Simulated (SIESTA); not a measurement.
**BPt2 under changes of volume**

One of the cells (13.075 Å³/atom); the others are scaled copies at fixed shape and fractional positions:

```xyz
6
Lattice="2.9477 0.0000 0.0000 -1.4739 2.5528 0.0000 0.0000 0.0000 10.4258" Properties=species:S:1:pos:R:3 pbc="T T T"
Pt    1.4739    0.8509    1.2115
Pt    0.0000    1.7019    9.2143
Pt    0.0000    1.7019    6.4244
Pt    1.4739    0.8509    4.0014
B     0.0000    1.7019    2.6065
B     1.4739    0.8509    7.8194
```

The cell comes from a database or a generator and needn't be the stable form of this composition.

| Quantity | Value |
| --- | --- |
| Program | SIESTA 5.4.2 |
| Functional | PBEsol |
| Potentials or basis | PseudoDojo 0.4 standard (PBEsol files) |
| Basis | DZP (energy shift 0.003 Ry; two zetas on semicore shells) |
| Grid cutoff | 800 Ry |
| Energy shift | 0.003 Ry |
| k mesh | 10 × 10 × 3 |
| Occupations | fermi-dirac, width 0.05 eV |
| Spin | no spin polarisation |

| volume (Å³/atom) | energy over the lowest point (meV/atom) | pressure (GPa) | largest force (eV/Å) |
| --- | --- | --- | --- |
| 12.050 | ? | ? | ? |
| 12.306 | 11.17 | 10.1 | 0.842 |
| 12.563 | 0.00 | 3.9 | 0.589 |
| 13.075 | 5.47 | -6.9 | 0.183 |
| 13.332 | 20.17 | -11.4 | 0.028 |
| 13.588 | 41.50 | -15.2 | 0.210 |

Question: What does the run at 12.050 Å³/atom give?

Answer: Energy over the lowest point 33.08 meV/atom; pressure 17.4 GPa; largest force 1.078 eV/Å.

Worked out: A Birch-Murnaghan fit of order 3 (a polynomial in V^(-2/3)) to the other rows has its minimum at 12.73 Å³/atom with B0 = V·E''(V) = 276 GPa and B' = 4.9 at fixed shape and positions, which overstates the stiffness. It gives 33.14 meV/atom at 12.050 Å³/atom, against the run's 33.08, and -dE/dV = 17.4 GPa, against 17.4.

Energies are extrapolated to zero smearing.

Caveats: short orbitals over semicore shells can move pressures by several GPa; the basis of atomic orbitals isn't converged, which shifts pressures, moduli and gaps; forces of over 1 eV/Å show positions far from the minimum, so gaps and moduli don't describe the material at rest (some runs).
